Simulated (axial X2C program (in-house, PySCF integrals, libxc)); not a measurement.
# WIn: properties at the nuclei

Aim: properties at the nuclei of WIn, with spin–orbit coupling in the Hamiltonian from the start.

The runs use an in-house X2C program for linear molecules on PySCF integrals; two-component X2C with atomic mean-field terms, W dyall-cv3z, In dyall-cv3z.

All values are calculated.

## (1) Set-up

Input file task.json:

```json
{
 "zs": [
  74,
  49
 ],
 "q": 0,
 "bas": [
  "dyall-cv3z",
  "dyall-cv3z"
 ],
 "r0": 2.79,
 "levels": [
  "PBE0",
  "HF",
  "BHandHLYP",
  "B3LYP",
  "TPSSh"
 ],
 "nst": 2
}
```

Keys: zs atomic numbers; q charge; bas basis sets; r0 starting distance in Å; levels methods (HF also brings MP2); nst determinants followed.

Launch:

```console
python soeom.py task.json out
```

Nuclei are Gaussian, cores are contracted, and the Gaunt term is on.

## (2) Expectation values, lowest determinant

R = 2.826 Å. State: Ω = 5/2 (excess of +ω over −ω: ω = 5/2).

Output of the PBE0 run:

```text
two-component X2C + atomic mean field  PBE0
basis functions 314  fitting functions 1542  grid points 5803
iter        total energy     max residual
   1     -22018.131333953     6.58e+01
   2     -22019.461441696     4.32e+01
   3     -22020.146193226     3.92e+00
   4     -22020.412092758     5.38e+00
   5     -22020.453453529     2.73e+00
   6     -22020.463977799     2.01e+00
   7     -22020.478939957     3.41e-01
   8     -22020.479772072     5.81e-01
   9     -22020.480960037     1.40e-01
  10     -22020.481041376     8.89e-02
  11     -22020.481088132     1.54e-02
  12     -22020.481102126     2.80e-02
  13     -22020.481110739     1.36e-02
  14     -22020.481120776     1.49e-02
  15     -22020.481125432     8.66e-03
  16     -22020.481127173     9.57e-03
  17     -22020.481127935     9.58e-03
  18     -22020.481128223     4.96e-03
  19     -22020.481128361     3.17e-03
  20     -22020.481128425     1.41e-03
  21     -22020.481128446     9.56e-04
  22     -22020.481128454     4.15e-04
  23     -22020.481128458     2.53e-04
  24     -22020.481128460     2.70e-04
  25     -22020.481128461     1.45e-04
  26     -22020.481128462     7.96e-05
  27     -22020.481128462     7.58e-05
  28     -22020.481128462     7.64e-05
  29     -22020.481128462     5.13e-05
  30     -22020.481128462     1.47e-05
  31     -22020.481128462     1.34e-05
  32     -22020.481128462     3.24e-06
converged
one-electron -31582.46781660  Coulomb 9389.72985173  exact exchange -120.47420201  xc functional -368.96554867  nuclear repulsion 678.97967686  atomic mean-field constant -17.28308977
```

The highest occupied spinor is 54% In p, 34% W s, 5% In s.

| level | Eeff magnitude (GV/cm) | Ws magnitude W (kHz) | A∥/gI W (MHz) | qzz W (a.u.) | A∥/gI In (MHz) | qzz In (a.u.) | μ (D) |
| --- | --- | --- | --- | --- | --- | --- | --- |
| PBE0 | 12.4 | 3.82 | 604 | 0.05 | -56.2 | -4.67 | 0.14 |
| HF | 31.5 | 13.5 | 1290 | 0.11 | -293 | -2.52 | -1.43 |
| BHandHLYP | 1.01 | 0.638 | 258 | 0.37 | -54.6 | -4.64 | 0.39 |
| B3LYP | 4.37 | 0.841 | 324 | 0.50 | -49.9 | -4.04 | 0.77 |
| TPSSh | 14.5 | 4.68 | 638 | -0.01 | -54.9 | -4.56 | 0.08 |

Eeff is the effective electric field on the electron dipole moment in this Ω state and Ws the scalar–pseudoscalar constant (defined with the proton number Z and per Ω); A∥ is the parallel hyperfine constant, which follows by multiplying with the nuclear g factor gI = μI/(I μN); qzz is the electric field gradient, eQq0 = 234.96 MHz × Q/barn × qzz; μ is positive if In is the positive end. The operators were transformed with the bare-nucleus X2C matrices.

## (3) Expectation values, a higher determinant

R = 2.826 Å. State: Ω = 7/2 (excess of +ω over −ω: 2 × ω = 1/2, ω = 5/2), 0.79 eV above the lowest in the PBE0 search for states (made at or near this distance, with looser thresholds).

Output of the PBE0 run:

```text
two-component X2C + atomic mean field  PBE0
basis functions 314  fitting functions 1542  grid points 5803
iter        total energy     max residual
   1     -22018.421176496     6.45e+01
   2     -22019.555367333     3.89e+01
   3     -22020.321630217     8.93e+00
   4     -22020.404874386     7.12e+00
   5     -22020.443436692     1.00e+00
   6     -22020.449488796     4.82e-01
   7     -22020.450986339     4.19e-01
   8     -22020.451060150     2.37e-01
   9     -22020.451495844     8.51e-02
  10     -22020.451518227     1.02e-01
  11     -22020.451544271     1.59e-02
  12     -22020.451549734     1.26e-02
  13     -22020.451551485     8.63e-03
  14     -22020.451552032     4.19e-03
  15     -22020.451552207     3.64e-03
  16     -22020.451552254     1.50e-03
  17     -22020.451552265     1.10e-03
  18     -22020.451552270     3.88e-04
  19     -22020.451552273     3.99e-04
  20     -22020.451552274     2.41e-04
  21     -22020.451552274     1.94e-04
  22     -22020.451552274     1.38e-04
  23     -22020.451552274     1.35e-05
  24     -22020.451552274     8.43e-06
converged
one-electron -31582.44549388  Coulomb 9389.77147561  exact exchange -120.48913964  xc functional -368.98498145  nuclear repulsion 678.97967686  atomic mean-field constant -17.28308977
```

The highest occupied spinor is 67% In p, 20% W d, 8% W p.

| level | Eeff magnitude (GV/cm) | Ws magnitude W (kHz) | A∥/gI W (MHz) | qzz W (a.u.) | A∥/gI In (MHz) | qzz In (a.u.) | μ (D) |
| --- | --- | --- | --- | --- | --- | --- | --- |
| PBE0 | 3.01 | 1.02 | 1850 | 0.01 | 329 | 0.43 | -0.97 |
| HF | 11.2 | 1.15 | 1390 | -0.30 | 270 | 0.23 | -1.84 |
| BHandHLYP | 5.5 | 0.351 | 1800 | 0.02 | 327 | 0.28 | -1.19 |
| B3LYP | 0.767 | 1.49 | 1930 | 0.07 | 323 | 0.27 | -0.73 |
| TPSSh | 1.9 | 1.28 | 1840 | 0.05 | 329 | 0.36 | -0.81 |

## (4) What came out

| quantity | value |
| --- | --- |
| lowest determinant | Ω = 5/2 (excess of +ω over −ω: ω = 5/2) |
| Eeff magnitude (GV/cm), PBE0 | 12.4 |
| Ws magnitude W (kHz), PBE0 | 3.82 |
| A∥/gI W (MHz), PBE0 | 604 |
| qzz W (a.u.), PBE0 | 0.05 |
| higher determinant | Ω = 7/2 (excess of +ω over −ω: 2 × ω = 1/2, ω = 5/2) |
| Eeff magnitude (GV/cm), PBE0, higher determinant | 3.01 |
| Ws magnitude W (kHz), PBE0, higher determinant | 1.02 |
| A∥/gI W (MHz), PBE0, higher determinant | 1850 |
| qzz W (a.u.), PBE0, higher determinant | 0.01 |

In words: In the first state, the effective field runs from 1.01 to 31.5 GV/cm over the mean-field levels, so the levels don't agree on it. The expectation values come from single determinants, which for open shells can mix terms of unlike spin or miss the lowest Ω, so a determinant need not be a state. Eeff is the effective electric field on the electron dipole moment in this Ω state and Ws the scalar–pseudoscalar constant (defined with the proton number Z and per Ω); A∥ is the parallel hyperfine constant, which follows by multiplying with the nuclear g factor gI = μI/(I μN); qzz is the electric field gradient, eQq0 = 234.96 MHz × Q/barn × qzz; μ is positive if In is the positive end. The operators were transformed with the bare-nucleus X2C matrices.
